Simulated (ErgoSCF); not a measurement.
**InHF (SMILES [F][InH]): UHF/3-21G**

What is the energy difference between two shapes of InHF at UHF/3-21G? 

The calculation is run with ErgoSCF 3.8.

6 further runs of the same task are left out: 3 that didn't finish, 3 set aside as unsound or not needed.

## (1) The structure to begin with

InHF: 3 atoms, total charge 0, spin state doublet. As SMILES, `[F][InH]`. The shape is that of a PBE0-D4/def2-TZVP optimisation.

Bond lengths: F1–In2 1.970 Å, In2–H3 1.779 Å. Angles: F1–In2–H3 113.8°.

## (2) A single-point energy at UHF/3-21G

molecule.xyz

```xyz
3

F      1.088400     0.989500     0.694300
In    -0.522500     0.355100    -0.244800
H     -0.576900    -1.409400    -0.462800
```

Started as:

```bash
$ ergo -m molecule.xyz -e 'set_nthreads("env")' -e 'scf.use_diagonalization = 1' -e 'tmpdir = "."' -e 'scf.output_mulliken_pop = 1' -e 'basis = "3-21G"' -e 'spin_polarization = 1' -e 'scf.max_number_of_iterations = 80' -e 'run "HF"'
```

Output:

```text
[...]
INSC SCF_general constructor, number of basis functions: 42
[...]
INSC Energy   1 =      -4912.71966480475
[...]
INDE E_LUMO =          0.00580123176
[...]
INSC Energy  20 =      -5814.21220131189  ( diff      0.000000000010914 )
[...]
RESC CONVERGED after  20 iterations.
RESC FINAL ENERGY:      -5814.21220131189
RESC FINAL <S2> =          0.76332830499
[...]
INSC SCF: dipole_moment_x [atomic units] =      -1.02148099
INSC SCF: dipole_moment_y [atomic units] =      -0.03585454
INSC SCF: dipole_moment_z [atomic units] =      -0.55632834
[...]
```

Wall time 9.3 s (1 thread of Intel Xeon Platinum 8488C (Sapphire Rapids), shared host); peak memory 0.27 GiB.

## (3) The distorted shape at the same level

mol.xyz

```xyz
3

F      1.230370     1.020214     0.620354
In    -0.580159     0.302822    -0.328277
H     -0.461040    -1.335910    -0.361373
```

Started as:

```bash
$ ergo -m mol.xyz -e 'set_nthreads(1)' -e 'scf.use_diagonalization = 1' -e 'spin_polarization = 1' -e 'charge = 0' -e 'tmpdir = "."' -e 'basis = "3-21G"' -e 'scf.max_number_of_iterations = 80' -e 'scf.output_mulliken_pop = 1' -e 'run "HF"'
```

Output:

```text
[...]
INSC SCF_general constructor, number of basis functions: 42
[...]
INSC Energy   1 =      -4912.22517872880
[...]
INDE E_LUMO =         -0.00442667520
[...]
INSC Energy  21 =      -5814.18658730464  ( diff     -0.000000000007276 )
[...]
RESC CONVERGED after  21 iterations.
RESC FINAL ENERGY:      -5814.18658730464
RESC FINAL <S2> =          0.75902658899
[...]
INSC SCF: dipole_moment_x [atomic units] =      -1.46937770
INSC SCF: dipole_moment_y [atomic units] =      -0.22760582
INSC SCF: dipole_moment_z [atomic units] =      -0.74979512
[...]
```

Run time: 9 s. Hardware: 1 thread of Intel Xeon Platinum 8488C (Sapphire Rapids), shared host; peak memory 0.27 GiB.

## (4) What came out

Level: UHF/3-21G.

| quantity | value |
| --- | --- |
| first shape: total energy | -5814.21220 Eh |
| first shape: dipole moment | 2.96 D |
| first shape: ⟨S²⟩ | 0.763 |
| distorted shape: total energy | -5814.18659 Eh |
| distorted shape: dipole moment | 4.23 D |
| distorted shape: ⟨S²⟩ | 0.759 |
| energy change with the atoms displaced | 0.697 eV |

What this shows: With the atoms displaced the energy rises by 0.70 eV (16.1 kcal/mol). The first shape isn't relaxed at this level, so the change isn't measured from a minimum. Relativity is left out (first shape) although the molecule holds a heavy atom. Mulliken charges (distorted shape) run from -0.58 on F1 to +0.80 on In2. Relativity is left out (distorted shape) although the molecule holds a heavy atom.
